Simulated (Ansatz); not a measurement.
**AlClH₄OSi: small, medium and large basis sets**

How large a basis does AlClH₄OSi need? Two functionals are run in growing sets.

The runs use Ansatz 0.2.0, Gaussian basis; one geometry, several basis sets.

Levels to be run: PBE0-D4/def2-SVP; ωB97M-V/def2-SVP; PBE0-D4/def2-QZVPP; ωB97M-V/def2-QZVPP; the functionals' def2-TZVPP values are taken from earlier runs.

## Step 1: The geometry

An earlier PBE0-D4 in a triple-zeta def2 set relaxation fixed the geometry.

SMILES `[OH][Al]([SiH3])[Cl]`, 8 atoms, charge 0, spin multiplicity 1.

Atoms are counted from 1 here; the program's logs count them from 0.

Bond lengths: O1–Al2 1.687 Å, O1–H5 0.956 Å, Al2–Si3 2.433 Å, Al2–Cl4 2.104 Å, Si3–H6 1.489 Å, Si3–H7 1.487 Å, Si3–H8 1.489 Å. Angles: Al2–O1–H5 124.3°, O1–Al2–Si3 119.0°, O1–Al2–Cl4 118.8°, Si3–Al2–Cl4 122.2°, Al2–Si3–H6 110.4°, Al2–Si3–H7 111.1°, Al2–Si3–H8 110.2°, H6–Si3–H7 108.6°, H6–Si3–H8 108.1°, H7–Si3–H8 108.5°.

## Step 2: PBE0-D4 in def2-SVP

File in.yaml:

```yaml
crystal:
  periodic: [false, false, false]
  atoms:
    - {symbol: O, position_ang: [0.311767, 1.846842, -1.156413]}
    - {symbol: Al, position_ang: [-0.179834, 0.251078, -0.913700]}
    - {symbol: Si, position_ang: [0.138840, -0.759959, 1.275844]}
    - {symbol: Cl, position_ang: [-1.043496, -0.798233, -2.519719]}
    - {symbol: H, position_ang: [0.228150, 2.316378, -1.985510]}
    - {symbol: H, position_ang: [-0.544848, 0.045955, 2.324205]}
    - {symbol: H, position_ang: [-0.407391, -2.142952, 1.310346]}
    - {symbol: H, position_ang: [1.588812, -0.816208, 1.609049]}
basis:
  gaussian: {orbitals: def2-SVP}
hamiltonian: {xc: pbe0, dispersion: d4}
output: {orbitals: {seedname: orbitals}}
```

The run is started by

```bash
$ ansatz run in.yaml --threads 2 --pin off --events-out ev --progress --plain --max-ram 4352MiB
```

The runs that follow: ωB97M-V in def2-SVP; PBE0-D4 in def2-QZVPP; ωB97M-V in def2-QZVPP.

Q: Predict the results of all the runs planned. Wanted: PBE0-D4: double and triple zeta above quadruple; ωB97M-V: double and triple zeta above quadruple.

The runs gave:

| quantity | value |
| --- | --- |
| PBE0-D4: double and triple zeta above quadruple | 13.06, 0.96 eV |
| ωB97M-V: double and triple zeta above quadruple | 13.03, 0.92 eV |

**Reading.** For PBE0-D4 the step from double to triple zeta gains 12.09 eV and the next only 0.96 eV. Total energies overstate the basis error of differences, where much of it tends to cancel.
